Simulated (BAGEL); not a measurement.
**GeH3S (SMILES [SH][GeH2]): ROHF/6-31G(d) (density fitting with qzvpp-jkfit, spherical functions)**

What is the vertical doublet–quartet gap of GeH3S at ROHF/6-31G* (density fitting with qzvpp-jkfit, spherical functions)? 

The calculation is run with BAGEL 1.2.2.

2 further runs of the same task are left out: 2 set aside as unsound or not needed. Runs told in other sessions of the task aren't counted.

### Step 1. The system as given

GeH3S has 5 atoms, charge 0, and is taken as a doublet. SMILES: `[SH][GeH2]`. Geometry: relaxed at PBE0-D4/def2-TZVP. This is one conformer, not always the lowest.

Bond lengths: S1–Ge2 2.220 Å, S1–H3 1.343 Å, Ge2–H4 1.550 Å, Ge2–H5 1.545 Å. Angles: S1–Ge2–H4 109.5°, S1–Ge2–H5 104.6°, Ge2–S1–H3 94.4°, H4–Ge2–H5 110.8°.

### Step 2. The energy at ROHF/6-31G(d) (density fitting with qzvpp-jkfit, spherical functions)

File job.json:

```json
{ "bagel": [

{
  "title": "molecule",
  "basis": "6-31gs.json",
  "df_basis": "qzvpp-jkfit",
  "angstrom": true,
  "geometry": [
    { "atom": "S", "xyz": [    1.138600,   -0.803200,    0.659500 ] },
    { "atom": "Ge", "xyz": [   -0.389500,    0.679300,    0.030100 ] },
    { "atom": "H", "xyz": [    0.246200,   -1.778900,    0.894600 ] },
    { "atom": "H", "xyz": [   -1.364100,    0.019600,   -0.978800 ] },
    { "atom": "H", "xyz": [    0.418600,    1.809400,   -0.646900 ] }
  ]
},
{ "title": "rohf", "charge": 0, "nopen": 1 },
{ "title": "print", "file": "orbitals.molden", "orbitals": true }

]}
```

The basis set 6-31G* is read from a file made from the Basis Set Exchange's data (not shown).

The run is started by

```
$ BAGEL_NUM_THREADS=1 BAGEL job.json > job.out
```

Log:

```text
* using 1 threads per process

  ===============================================================
  ===============================================================

  *** Geometry ***

  { "atom" : "S", "xyz" : [      2.151642,     -1.517828,      1.246274 ] },
  { "atom" : "Ge", "xyz" : [     -0.736048,      1.283691,      0.056881 ] },
  { "atom" : "H", "xyz" : [      0.465251,     -3.361634,      1.690549 ] },
  { "atom" : "H", "xyz" : [     -2.577775,      0.037039,     -1.849664 ] },
  { "atom" : "H", "xyz" : [      0.791039,      3.419270,     -1.222464 ] },

  Number of auxiliary basis functions:      448

  Since a DF basis is specified, we compute 2- and 3-index integrals:
    o Being stored without compression. Storage requirement is 0.011 GB

  Number of basis functions:       56
  Number of electrons      :       51

    * METHOD: MOLECULE                             0.20

  *** Open-shell HF ***

  === Nuclear Repulsion ===
   162.5950286824

      * DIIS with orbital gradients will be used.

  === ROHF iteration (6-31gs.json) ===
      0      -2474.27587333          0.01553952           0.10
      1      -2474.30738157          0.00545658           0.09
      2      -2474.31232048          0.00254814           0.09
      3      -2474.31357810          0.00122177           0.09
      4      -2474.31407420          0.00041380           0.09
      5      -2474.31422127          0.00016530           0.09
      6      -2474.31425932          0.00003513           0.09
      7      -2474.31427889          0.00001153           0.09
      8      -2474.31428210          0.00000391           0.09
      9      -2474.31428245          0.00000116           0.09
     10      -2474.31428258          0.00000061           0.09
     11      -2474.31428260          0.00000029           0.09
     12      -2474.31428260          0.00000009           0.09
     13      -2474.31428260          0.00000004           0.09
     14      -2474.31428260          0.00000001           0.09
     15      -2474.31428261          0.00000001           0.09
    * SCF iteration converged.

    * S^2 (ROHF) is 0.7500

    * Permanent dipole moment:
           (    0.657339,    -0.115783,     0.078340) a.u.

    * METHOD: ROHF                                 1.68

    * METHOD: PRINT                                0.01

  ===============================================================
```

Wall time 2 s (1 thread of Arm Neoverse V1, shared host).

### Step 3. The quartet

File calc.json:

```json
{ "bagel" : [

{
  "title" : "molecule",
  "basis" : "6-31gs.json",
  "df_basis" : "qzvpp-jkfit",
  "angstrom" : true,
  "geometry" : [
    { "atom" : "S", "xyz" : [    1.138600,   -0.803200,    0.659500 ] },
    { "atom" : "Ge", "xyz" : [   -0.389500,    0.679300,    0.030100 ] },
    { "atom" : "H", "xyz" : [    0.246200,   -1.778900,    0.894600 ] },
    { "atom" : "H", "xyz" : [   -1.364100,    0.019600,   -0.978800 ] },
    { "atom" : "H", "xyz" : [    0.418600,    1.809400,   -0.646900 ] }
  ]
},
{
  "title" : "rohf",
  "nopen" : 3
},
{
  "title" : "print",
  "file" : "orbitals.molden",
  "orbitals" : true
}

]}
```

The basis set 6-31G* is read from a file made from the Basis Set Exchange's data (not shown).

The run is started by

```
$ BAGEL_NUM_THREADS=1 BAGEL calc.json > calc.out
```

Log:

```text
* using 1 threads per process

  ===============================================================
  ===============================================================

  *** Geometry ***

  { "atom" : "S", "xyz" : [      2.151642,     -1.517828,      1.246274 ] },
  { "atom" : "Ge", "xyz" : [     -0.736048,      1.283691,      0.056881 ] },
  { "atom" : "H", "xyz" : [      0.465251,     -3.361634,      1.690549 ] },
  { "atom" : "H", "xyz" : [     -2.577775,      0.037039,     -1.849664 ] },
  { "atom" : "H", "xyz" : [      0.791039,      3.419270,     -1.222464 ] },

  Number of auxiliary basis functions:      448

  Since a DF basis is specified, we compute 2- and 3-index integrals:
    o Being stored without compression. Storage requirement is 0.011 GB

  Number of basis functions:       56
  Number of electrons      :       51

    * METHOD: MOLECULE                             0.20

  *** Open-shell HF ***

  === Nuclear Repulsion ===
   162.5950286824

      * DIIS with orbital gradients will be used.

  === ROHF iteration (6-31gs.json) ===
      0      -2474.05040305          0.01558404           0.09
      1      -2474.09271884          0.00536242           0.09
      2      -2474.10000180          0.00229700           0.09
      3      -2474.10201907          0.00113798           0.09
      4      -2474.10288382          0.00054549           0.09
      5      -2474.10320058          0.00040693           0.09
      6      -2474.10343933          0.00028052           0.09
      7      -2474.10363276          0.00017817           0.09
      8      -2474.10374138          0.00009177           0.09
      9      -2474.10375392          0.00004851           0.09
     10      -2474.10375917          0.00002377           0.09
     11      -2474.10375788          0.00001239           0.09
     12      -2474.10375723          0.00000920           0.09
     13      -2474.10375740          0.00000672           0.09
     14      -2474.10375776          0.00000524           0.09
     15      -2474.10375801          0.00000389           0.09
     16      -2474.10375854          0.00000253           0.09
     17      -2474.10375773          0.00000136           0.09
     18      -2474.10375792          0.00000084           0.09
     19      -2474.10375756          0.00000044           0.09
     20      -2474.10375755          0.00000027           0.09
     21      -2474.10375753          0.00000016           0.09
     22      -2474.10375753          0.00000012           0.09
     23      -2474.10375753          0.00000008           0.09
     24      -2474.10375751          0.00000005           0.09
     25      -2474.10375751          0.00000003           0.09
     26      -2474.10375751          0.00000002           0.09
     27      -2474.10375750          0.00000001           0.09
     28      -2474.10375751          0.00000001           0.09
    * SCF iteration converged.

    * S^2 (ROHF) is 3.7500

    * Permanent dipole moment:
           (   -0.828712,     1.320641,    -0.624734) a.u.

    * METHOD: ROHF                                 2.86

    * METHOD: PRINT                                0.01

  ===============================================================
```

It took 3.3 s on 1 thread of Arm Neoverse V1, shared host.

### Step 4. Summary of results

At ROHF/6-31G* (density fitting with qzvpp-jkfit, spherical functions):

| quantity | value |
| --- | --- |
| doublet: total energy | -2474.31428 Eh |
| doublet: dipole moment | 1.71 D |
| doublet: ⟨S²⟩ | 0.750 |
| quartet: total energy | -2474.10376 Eh |
| quartet: dipole moment | 4.27 D |
| quartet: ⟨S²⟩ | 3.750 |
| vertical energy of the quartet above the doublet | 5.729 eV |

In words: At this shape the quartet lies 5.73 eV (553 kJ/mol) above the doublet.
